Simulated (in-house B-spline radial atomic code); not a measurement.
# Zr³⁷⁺: isotopes

What do the measured radii and masses of the isotopes do to the energy of Zr³⁷⁺?

The numbers are computed with in-house B-spline radial atomic code version 1 (Dirac-Hartree-Fock, average of configuration, Fermi nucleus, basis-set limit), except any that are marked as measured or tabulated.

## 1. The system

```
element       : zirconium (Z = 40)
charge        : +37
electrons     : 3
configuration : 1s2 2s1
Hamiltonian   : Dirac-Coulomb
nucleus       : Fermi, rms radius 4.279 fm
```

Input settings:

```ini
Z = 40
electrons = 3.0
configuration = 1s2 2s1
hamiltonian = dirac
method = hf
spin_polarised = False
nucleus = fermi
rms_radius = 4.2789
mass_number = 87
atomic_mass = 86.914817338
speed_of_light = 137.035999084
```

This reference run was done before. Its total energy is -1799.166355 hartree (electron-nucleus part -3722.9524, recoil term 0.01135579), and its levels are (the highest eight at most):

```
orbital  occupation  energy (eV)  <r> (bohr)
  1s1/2           2     -21337.4     0.03679
  2s1/2           1     -5151.09      0.1501
```

## 2. Mass number 97

Input settings:

```ini
Z = 40
electrons = 3.0
configuration = 1s2 2s1
hamiltonian = dirac
method = hf
spin_polarised = False
nucleus = fermi
rms_radius = 4.3792
mass_number = 97
atomic_mass = 96.910963802
speed_of_light = 137.035999084
```

## 3. Mass number 98

Input settings:

```ini
Z = 40
electrons = 3.0
configuration = 1s2 2s1
hamiltonian = dirac
method = hf
spin_polarised = False
nucleus = fermi
rms_radius = 4.4012
mass_number = 98
atomic_mass = 97.912740448
speed_of_light = 137.035999084
```

## 4. Mass number 99

Input settings:

```ini
Z = 40
electrons = 3.0
configuration = 1s2 2s1
hamiltonian = dirac
method = hf
spin_polarised = False
nucleus = fermi
rms_radius = 4.4156
mass_number = 99
atomic_mass = 98.916675081
speed_of_light = 137.035999084
```

## 5. Mass number 100

Input settings:

```ini
Z = 40
electrons = 3.0
configuration = 1s2 2s1
hamiltonian = dirac
method = hf
spin_polarised = False
nucleus = fermi
rms_radius = 4.4891
mass_number = 100
atomic_mass = 99.918010499
speed_of_light = 137.035999084
```

## 6. Mass number 101

Input settings:

```ini
Z = 40
electrons = 3.0
configuration = 1s2 2s1
hamiltonian = dirac
method = hf
spin_polarised = False
nucleus = fermi
rms_radius = 4.5119
mass_number = 101
atomic_mass = 100.921458454
speed_of_light = 137.035999084
```

## 7. Mass number 102

Input settings:

```ini
Z = 40
electrons = 3.0
configuration = 1s2 2s1
hamiltonian = dirac
method = hf
spin_polarised = False
nucleus = fermi
rms_radius = 4.5292
mass_number = 102
atomic_mass = 101.923154181
speed_of_light = 137.035999084
```

**Question.** By how much, and in which direction, does each change move the total energy and the levels?

As calculated:

All values are changes from the reference run; energy changes under 4e-05 eV count as noise.

| change | rms radius (fm) | δ<r²> (fm²) | Δ total energy (eV) | Δ recoil term, not in the total or the levels (eV) | Δ 1s1/2 level (eV) | Δ 2s1/2 level (eV) |
| --- | --- | --- | --- | --- | --- | --- |
| mass number 97 | 4.3792 | +0.868 | +0.0489 | -0.03187 | +0.02246 | +0.002863 |
| mass number 98 | 4.4012 | +1.062 | +0.05976 | -0.03471 | +0.02745 | +0.003498 |
| mass number 99 | 4.4156 | +1.189 | +0.0669 | -0.03749 | +0.03073 | +0.003916 |
| mass number 100 | 4.4891 | +1.843 | +0.1037 | -0.04021 | +0.04761 | +0.006068 |
| mass number 101 | 4.5119 | +2.048 | +0.1152 | -0.04289 | +0.0529 | +0.006742 |
| mass number 102 | 4.5292 | +2.205 | +0.1239 | -0.0455 | +0.05693 | +0.007255 |

**Reading.** The total energy moves by 56.2 meV for each fm² of δ<r²> (from mass number 102): a larger nucleus binds the s electrons less. For that pair the recoil (mass) term changes by 0.046 eV against 0.12 eV from size, so size rules the shift. The recoil term is approximate.
